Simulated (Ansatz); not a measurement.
**C2H6B2O: basis-set convergence**

Aim: see how fast density functionals converge with the basis set for C2H6B2O.

The runs use Ansatz 0.2.0, Gaussian basis; one geometry, several basis sets.

Levels to be run: PBE0-D4/def2-SVP; ωB97M-V/def2-SVP; PBE0-D4/def2-QZVPP; ωB97M-V/def2-QZVPP; the functionals' def2-TZVPP values are taken from earlier runs.

## (1) Structure used throughout

An earlier PBE0-D4 in a triple-zeta def2 set relaxation fixed the geometry.

SMILES `BC(=C)BO`, 11 atoms, charge 0, spin multiplicity 1.

Atoms are counted from 1 here; the program's logs count them from 0.

Bond lengths: B1–C2 1.539 Å, B1–H6 1.204 Å, B1–H7 1.198 Å, C2–C3 1.348 Å, C2–B4 1.565 Å, C3–H8 1.089 Å, C3–H9 1.088 Å, B4–O5 1.351 Å, B4–H10 1.201 Å, O5–H11 0.964 Å. Angles: C2–B1–H6 121.7°, C2–B1–H7 120.7°, H6–B1–H7 117.7°, B1–C2–C3 117.9°, B1–C2–B4 123.7°, C3–C2–B4 118.4°, C2–C3–H8 121.9°, C2–C3–H9 122.0°, H8–C3–H9 116.2°, C2–B4–O5 122.0°, C2–B4–H10 121.6°, O5–B4–H10 116.5°, B4–O5–H11 112.1°.

## (2) PBE0-D4 in def2-SVP

Input file in.yaml:

```yaml
crystal:
  periodic: [false, false, false]
  atoms:
    - {symbol: B, position_ang: [-1.481809, -0.051845, -0.013411]}
    - {symbol: C, position_ang: [0.031210, -0.106650, 0.263784]}
    - {symbol: C, position_ang: [0.435323, -0.559813, 1.467043]}
    - {symbol: B, position_ang: [1.120237, 0.333271, -0.769861]}
    - {symbol: O, position_ang: [0.795634, 0.800422, -1.995096]}
    - {symbol: H, position_ang: [-1.918191, 0.342478, -1.064359]}
    - {symbol: H, position_ang: [-2.268163, -0.403910, 0.818497]}
    - {symbol: H, position_ang: [1.489830, -0.625804, 1.732557]}
    - {symbol: H, position_ang: [-0.272378, -0.880536, 2.229003]}
    - {symbol: H, position_ang: [2.292011, 0.272681, -0.513239]}
    - {symbol: H, position_ang: [-0.158404, 0.822705, -2.134417]}
basis:
  gaussian: {orbitals: def2-SVP}
hamiltonian: {xc: pbe0, dispersion: d4}
output: {orbitals: {seedname: orbitals}}
```

Started as:

```bash
$ ansatz run in.yaml --threads 2 --pin off --events-out ev --progress --plain --max-ram 4352MiB
```

The runs that follow: ωB97M-V in def2-SVP; PBE0-D4 in def2-QZVPP; ωB97M-V in def2-QZVPP.

Before running them: what should the planned runs give, taken together? Wanted: PBE0-D4: double and triple zeta above quadruple; ωB97M-V: double and triple zeta above quadruple.

The runs gave:

```
                                       quantity          value
PBE0-D4: double and triple zeta above quadruple  6.60, 0.32 eV
ωB97M-V: double and triple zeta above quadruple  6.88, 0.31 eV
```

PBE0-D4 gains 6.27 eV from double to triple zeta, then 0.32 eV more. Total energies overstate the basis error of differences, where much of it tends to cancel.
